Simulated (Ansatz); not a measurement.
# SnPb3S4: the cost of one run

Program: Ansatz 0.2.0. Level of theory: DFT PBE, scalar-relativistic, plane waves, PAW. These are calculated values, not measurements.

1 further run of the same task is left out (it didn't finish).

## (1) The system as given

The structure is orthorhombic, space group Cmmm (No. 65). The conventional cell has a = 8.478 Å, b = 11.990 Å, c = 4.239 Å, α = 90.00°, β = 90.00°, γ = 90.00°. Sn (site symmetry mmm) has 6 S at 3.00 Å as nearest neighbours. Pb (site symmetry 2/m) has 6 S at 3.00 Å as nearest neighbours. Pb (site symmetry mmm) is surrounded by 6 S at 3.00 Å. S (site symmetry 2mm) has 2 Sn at 3.00 Å and 4 Pb at 3.00 Å as nearest neighbours. Around S (site symmetry m2m) lie 5 Pb at 3.00 Å and 1 Sn at 3.00 Å.

Structure file:

```cif
data_structure
_symmetry_space_group_name_H-M 'P 1'
_symmetry_Int_Tables_number 1
_cell_length_a 7.3425
_cell_length_b 7.3425
_cell_length_c 4.2392
_cell_angle_alpha 90.000
_cell_angle_beta 90.000
_cell_angle_gamma 109.471
_cell_volume 215.48
loop_
_atom_site_label
_atom_site_type_symbol
_atom_site_fract_x
_atom_site_fract_y
_atom_site_fract_z
_atom_site_occupancy
Sn1 Sn 0.00000 0.00000 0.50000 1
Pb1 Pb 0.00000 0.50000 0.00000 1
Pb2 Pb 0.50000 0.50000 0.50000 1
Pb3 Pb 0.50000 0.00000 0.00000 1
S1 S 0.75000 0.75000 0.00000 1
S2 S 0.75000 0.25000 0.50000 1
S3 S 0.25000 0.75000 0.50000 1
S4 S 0.25000 0.25000 0.00000 1
```

The start is an ordering of an alloy on its end members' structure types: elements ordered on the sites of the PbS type, Pb/Sn on Pb (Cmmm, No. 65).

## (2) The guess as it stands, on a coarse mesh

Contents of input.yaml:

```yaml
crystal:
  lattice:
    - [4.23922177, -5.99516493, 0.0]
    - [4.23922177, 5.99516493, 0.0]
    - [0.0, 0.0, 4.23922177]
  atoms:
    - { symbol: Sn, position: [0.0, 0.0, 0.5] }
    - { symbol: Pb, position: [0.0, 0.5, 0.0] }
    - { symbol: Pb, position: [0.5, 0.5, 0.5] }
    - { symbol: Pb, position: [0.5, 0.0, 0.0] }
    - { symbol: S, position: [0.75, 0.75, 0.0] }
    - { symbol: S, position: [0.75, 0.25, 0.5] }
    - { symbol: S, position: [0.25, 0.75, 0.5] }
    - { symbol: S, position: [0.25, 0.25, 0.0] }
basis:
  ecutwfc: 420
kpoints:
  mp_grid: { grid: [4, 4, 4] }
hamiltonian:
  xc: pbe
scf:
  occupations: { method: gaussian, width: 0.1 }
  lower_state_search: "off"
output:
  forces: true
  stress: true
  eigenvalues: true
```

Started as:

```bash
$ ansatz run input.yaml --threads 1 --pin off --max-ram 2560MiB --backend cpu --events-out ev --progress --plain --runs-dir out
```

What time and memory should one allow on 1 thread of Intel Xeon at 2.50GHz (Skylake/Cascade Lake), shared host?

About 28 s, with a peak of 0.55 GiB.
